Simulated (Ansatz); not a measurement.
# CH4BrSn radical: small, medium and large basis sets

How large a basis does CH4BrSn radical need? Two functionals are run in growing sets.

Method: one geometry, several basis sets; program: Ansatz 0.2.0, Gaussian basis.

The runs, in order: PBE0-D4/def2-SVP; ωB97M-V/def2-SVP; PBE0-D4/def2-QZVPP; ωB97M-V/def2-QZVPP; the functionals' def2-TZVPP values are taken from earlier runs.

### Step 1. The relaxed structure

An earlier PBE0-D4 in a triple-zeta def2 set relaxation fixed the geometry. Sn takes the def2 core potential; no spin-orbit term is included.

SMILES `[CH3][SnH][Br]`, 7 atoms, charge 0, spin multiplicity 2.

Atoms are counted from 1 here; the program's logs count them from 0.

Bond lengths: C1–Sn2 2.155 Å, C1–H4 1.091 Å, C1–H5 1.088 Å, C1–H6 1.090 Å, Sn2–Br3 2.506 Å, Sn2–H7 1.731 Å. Angles: Sn2–C1–H4 107.4°, Sn2–C1–H5 109.4°, Sn2–C1–H6 109.7°, H4–C1–H5 109.9°, H4–C1–H6 110.1°, H5–C1–H6 110.2°, C1–Sn2–Br3 104.8°, C1–Sn2–H7 111.5°, Br3–Sn2–H7 104.5°.

### Step 2. PBE0-D4 in def2-SVP

Input file in.yaml:

```yaml
crystal:
  periodic: [false, false, false]
  atoms:
    - {symbol: C, position_ang: [-0.807768, 0.563862, -0.181694]}
    - {symbol: Sn, position_ang: [0.586640, -1.074685, -0.300211]}
    - {symbol: Br, position_ang: [1.344594, -1.443979, 2.059853]}
    - {symbol: H, position_ang: [-0.282627, 1.407955, 0.267875]}
    - {symbol: H, position_ang: [-1.651497, 0.277137, 0.443078]}
    - {symbol: H, position_ang: [-1.152937, 0.826305, -1.181557]}
    - {symbol: H, position_ang: [2.024696, -0.624594, -1.153045]}
basis:
  gaussian: {orbitals: def2-SVP}
magnetization: {spin_polarized: true, initial_magnetization: 1}
hamiltonian: {xc: pbe0, dispersion: d4}
output: {orbitals: {seedname: orbitals}}
```

The run is started by

```
ansatz run in.yaml --threads 2 --pin off --events-out ev --progress --plain --max-ram 32768MiB --backend cpu
```

The runs that follow: ωB97M-V in def2-SVP; PBE0-D4 in def2-QZVPP; ωB97M-V in def2-QZVPP.

Q: Predict the results of all the runs planned. Wanted: PBE0-D4: double and triple zeta above quadruple; ωB97M-V: double and triple zeta above quadruple.

As calculated:

```
                                       quantity           value
PBE0-D4: double and triple zeta above quadruple  11.58, 1.55 eV
ωB97M-V: double and triple zeta above quadruple  11.61, 1.50 eV
```

**Reading.** For PBE0-D4 the step from double to triple zeta gains 10.03 eV and the next only 1.55 eV. Total energies overstate the basis error of differences, where much of it tends to cancel.
